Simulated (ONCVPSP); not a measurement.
# An ONCV potential for iridium, from input to tests

Do these settings give a usable potential? It is generated, then checked for transferability, scattering, ghosts and hardness.

Program: ONCVPSP 4.0.1.1 (patched build). Reference atom: PBEsol, scalar-relativistic, spherical and spin-unpolarised. All values are calculated.

**1. Settings**

Typed settings, in words:

```
element                 : iridium (Ir, Z = 77)
type                    : optimised norm-conserving Vanderbilt (ONCV)
frozen core             : [Kr] 4d10 4f14
valence charge          : 17
reference configuration : 5s2 5p6 5d7 6s2
partial waves           : 5s+6s: rc 1.30 bohr, ncon 4, nbas 8, qcut 7.5 1/bohr, 2 projectors; 5p: rc 1.25 bohr, ncon 4, nbas 8, qcut 5.2 1/bohr, 2 projectors, debl 2.6 Ha; 5d: rc 2.40 bohr, ncon 4, nbas 8, qcut 5.1 1/bohr, 3 projectors, debl 1.7 Ha; f scattering state at 0.32 Ha: rc 2.60 bohr, ncon 4, nbas 8, qcut 4.4 1/bohr, 2 projectors, debl 1.1 Ha
local potential         : polynomial inside 0.80 bohr (lpopt 2, dvloc0 0 Ha)
core correction         : Teter function, fcfact 5.25, rcfact 1.7
```

An earlier all-electron run gives the scale for the radii.

All-electron outer shells of the reference configuration (PBEsol, scalar-relativistic, ld1.x):

```csv
shell,level (eV),outermost node (bohr),outermost maximum (bohr)
5s,-98.04,0.50,0.89
4f,-62.24,–,0.39
5p,-54.72,0.54,1.01
5d,-7.18,0.59,1.31
6s,-6.37,1.17,2.38
6p,-1.18,1.39,3.43
```

**2. Generation**

Contents of Ir.dat:

```
# ATOM AND REFERENCE CONFIGURATION
# atsym  z   nc   nv     iexc    psfile
  Ir 77.00   10    4  -116133      upf
#
#   n    l    f
    1    0    2.00
    2    0    2.00
    2    1    6.00
    3    0    2.00
    3    1    6.00
    3    2   10.00
    4    0    2.00
    4    1    6.00
    4    2   10.00
    4    3   14.00
    5    0    2.00
    5    1    6.00
    5    2    7.00
    6    0    2.00
#
# PSEUDOPOTENTIAL AND OPTIMIZATION
# lmax
    3
#
#   l,   rc,      ep,       ncon, nbas, qcut
    0    1.30    0.00    4    8    7.50
    1    1.25    0.00    4    8    5.20
    2    2.40    0.00    4    8    5.10
    3    2.60    0.32    4    8    4.40
#
# LOCAL POTENTIAL
# lloc, lpopt,  rc(5),   dvloc0
    4    2    0.80    0.00
#
# VANDERBILT-KLEINMAN-BYLANDER PROJECTORs
# l, nproj, debl
    0    2    2.60
    1    2    2.60
    2    3    1.70
    3    2    1.10
#
# MODEL CORE CHARGE
# icmod, fcfact, rcfact
    3    5.25    1.70
#
# LOG DERIVATIVE ANALYSIS
# epsh1, epsh2, depsh
   -5.00    5.00    0.04
#
# OUTPUT GRID
# rlmax, drl
    6.00    0.01
#
# TEST CONFIGURATIONS
# ncnf
    4
# nvcnf
#   n    l    f
    4
    5    0    2.00
    5    1    6.00
    5    2    7.00
    6    0    1.00
#
    4
    5    0    2.00
    5    1    6.00
    5    2    7.00
    6    0    0.00
#
    4
    5    0    2.00
    5    1    6.00
    5    2    6.00
    6    0    0.00
#
    5
    5    0    2.00
    5    1    6.00
    5    2    7.00
    6    0    0.00
    6    1    1.00
#
```

Run with:

```
$ oncvpsp.x < Ir.dat > Ir.out
```

Q: Predict the outcome of this session. Wanted: cutoffs for 1 and 0.1 mHa per electron, occupied waves; bound ghosts; GHOST(+) flags; largest test error; largest phase difference near zero energy, channels read; rms error of d²Exc/dn², without and with the model core.

**Answer**, as computed:

| quantity | value |
| --- | --- |
| cutoffs for 1 and 0.1 mHa per electron, occupied waves | 117 Ha and 137 Ha |
| bound ghosts | none found |
| GHOST(+) flags | s at 141 eV, f at 262 eV |
| largest test error (AE − PS) | -20 meV, for 5s2 5p6 5d6 6s0 |
| largest phase difference near zero energy, channels read | 0.000 rad |
| rms error of d²Exc/dn², without and with the model core | 6.37 and 3.55 mHa |

What this shows: By total energies transferability is good: the largest error is 20 meV on 58.0 eV, for 5s2 5p6 5d6 6s0. It counts as very hard, with 117 Ha needed at the looser tolerance. At the looser tolerance the 5p wave is the slowest; 5s needs 27 Ha. The program's ghost test flags no bound state. Near zero energy the phases of the channels with partial waves agree within 0.001 rad. The program also flags highly localised states, GHOST(+) (s, f). Note that the frozen 4f shell (-62 eV) lies higher than the valence 5s shell (-98 eV).
